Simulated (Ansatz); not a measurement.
# C₂H₅AlFN: how energies converge with the basis set

How large a basis does C₂H₅AlFN need? Two functionals are run in growing sets.

Program: Ansatz 0.2.0, Gaussian basis. Level of theory: one geometry, several basis sets. These are calculated values, not measurements.

Levels to be run: PBE0-D4/def2-SVP; ωB97M-V/def2-SVP; PBE0-D4/def2-QZVPP; ωB97M-V/def2-QZVPP; the functionals' def2-TZVPP values are taken from earlier runs.

### Step 1. The relaxed structure

The geometry comes from an earlier relaxation with PBE0-D4 in a triple-zeta def2 set; it is a stationary point, not always the lowest conformer.

SMILES `N/C=[CH]/[AlH][F]`, 10 atoms, charge 0, spin multiplicity 1.

Atoms are counted from 1 here; the program's logs count them from 0.

Bond lengths: N1–C2 1.357 Å, N1–H6 1.005 Å, N1–H7 1.003 Å, C2–C3 1.353 Å, C2–H8 1.089 Å, C3–Al4 1.893 Å, C3–H9 1.091 Å, Al4–F5 1.661 Å, Al4–H10 1.580 Å. Angles: C2–N1–H6 119.6°, C2–N1–H7 120.2°, H6–N1–H7 117.0°, N1–C2–C3 127.1°, N1–C2–H8 112.8°, C3–C2–H8 120.1°, C2–C3–Al4 120.2°, C2–C3–H9 116.9°, Al4–C3–H9 122.9°, C3–Al4–F5 116.5°, C3–Al4–H10 127.3°, F5–Al4–H10 116.2°.

### Step 2. PBE0-D4 in def2-SVP

Input file in.yaml:

```yaml
crystal:
  periodic: [false, false, false]
  atoms:
    - {symbol: N, position_ang: [-0.400741, 1.059932, 1.675450]}
    - {symbol: C, position_ang: [-0.409210, 0.287801, 0.560141]}
    - {symbol: C, position_ang: [0.652069, -0.041856, -0.211099]}
    - {symbol: Al, position_ang: [0.427141, -1.181604, -1.706101]}
    - {symbol: F, position_ang: [-1.116036, -1.722838, -1.998587]}
    - {symbol: H, position_ang: [0.431363, 1.565522, 1.923385]}
    - {symbol: H, position_ang: [-1.263002, 1.378693, 2.075343]}
    - {symbol: H, position_ang: [-1.398136, -0.101308, 0.322889]}
    - {symbol: H, position_ang: [1.618475, 0.376333, 0.074712]}
    - {symbol: H, position_ang: [1.541276, -1.671773, -2.713032]}
basis:
  gaussian: {orbitals: def2-SVP}
hamiltonian: {xc: pbe0, dispersion: d4}
output: {orbitals: {seedname: orbitals}}
```

Launch:

```bash
ansatz run in.yaml --threads 4 --pin off --events-out ev --progress --plain --max-ram 10444MiB
```

Further steps of the session: ωB97M-V in def2-SVP; PBE0-D4 in def2-QZVPP; ωB97M-V in def2-QZVPP.

Q: Predict the results of all the runs planned. Wanted: PBE0-D4: double and triple zeta above quadruple; ωB97M-V: double and triple zeta above quadruple.

The runs gave:

```
                                       quantity           value
PBE0-D4: double and triple zeta above quadruple  10.47, 0.58 eV
ωB97M-V: double and triple zeta above quadruple  10.68, 0.55 eV
```

For PBE0-D4 the step from double to triple zeta gains 9.89 eV and the next only 0.58 eV. Total energies overstate the basis error of differences, where much of it tends to cancel. The LUMO of ωB97M-V is positive and keeps falling with the basis (1.30 to 0.73 eV): an unbound level that the basis holds in place.
